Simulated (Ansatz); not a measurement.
# LiAl2O3: the cost of one run

Computed with Ansatz 0.2.0 (DFT PBE, scalar-relativistic, plane waves, PAW, unless a step's input says otherwise).

## 1. The system as given

The structure is trigonal, space group R32 (No. 155). The conventional cell has a = 4.105 Å, b = 4.105 Å, c = 7.399 Å, α = 90.00°, β = 90.00°, γ = 120.00°. Li (site symmetry 32) has 6 O at 1.83 Å as nearest neighbours. Around Al (site symmetry 3) lie 6 O at 1.84 to 1.85 Å. O (site symmetry 2) has 2 Li at 1.83 Å and 4 Al at 1.84 to 1.85 Å as nearest neighbours.

As a file:

```cif
data_structure
_symmetry_space_group_name_H-M 'R32:H'
_symmetry_Int_Tables_number 155
_cell_length_a 4.1053
_cell_length_b 4.1053
_cell_length_c 7.3995
_cell_angle_alpha 90.000
_cell_angle_beta 90.000
_cell_angle_gamma 120.000
_cell_volume 108.00
loop_
_atom_site_label
_atom_site_type_symbol
_atom_site_symmetry_multiplicity
_atom_site_Wyckoff_symbol
_atom_site_fract_x
_atom_site_fract_y
_atom_site_fract_z
_atom_site_occupancy
Li1 Li 3 a 0.00000 0.00000 0.00000 1
Al1 Al 6 c 0.33333 0.66667 0.00164 1
O1 O 9 e 0.99461 0.66667 0.16667 1
```

A structure generator made this guess: 4-, 6-connected net, the two elements on its two kinds of vertex, guests in its cages (R32, No. 155). Its size is a rough estimate.

## 2. The guess as it stands, on a coarse mesh

input.yaml reads:

```yaml
crystal:
  lattice:
    - [2.0526288, 1.18508579, 2.46649778]
    - [-2.0526288, 1.18508579, 2.46649778]
    - [0.0, -2.37017158, 2.46649778]
  atoms:
    - { symbol: Li, position: [0.0, 0.0, 0.0] }
    - { symbol: Al, position: [0.334977, 0.334977, 0.334977] }
    - { symbol: Al, position: [0.665023, 0.665023, 0.665023] }
    - { symbol: O, position: [0.161273, 0.838727, 0.5] }
    - { symbol: O, position: [0.5, 0.161273, 0.838727] }
    - { symbol: O, position: [0.838727, 0.5, 0.161273] }
basis:
  ecutwfc: 420
kpoints:
  mp_grid: { grid: [6, 6, 6] }
hamiltonian:
  xc: pbe
scf:
  occupations: { method: gaussian, width: 0.1 }
  lower_state_search: "off"
output:
  forces: true
  stress: true
  eigenvalues: true
```

Run with:

```
> ansatz run input.yaml --threads 1 --pin off --max-ram 2560MiB --backend cpu --events-out ev --progress --plain --runs-dir out
```

Q: Estimate wall time and peak memory on 1 thread of Intel Xeon at 2.50GHz (Skylake/Cascade Lake), shared host.

About 4.7 s, with a peak of 0.33 GiB.
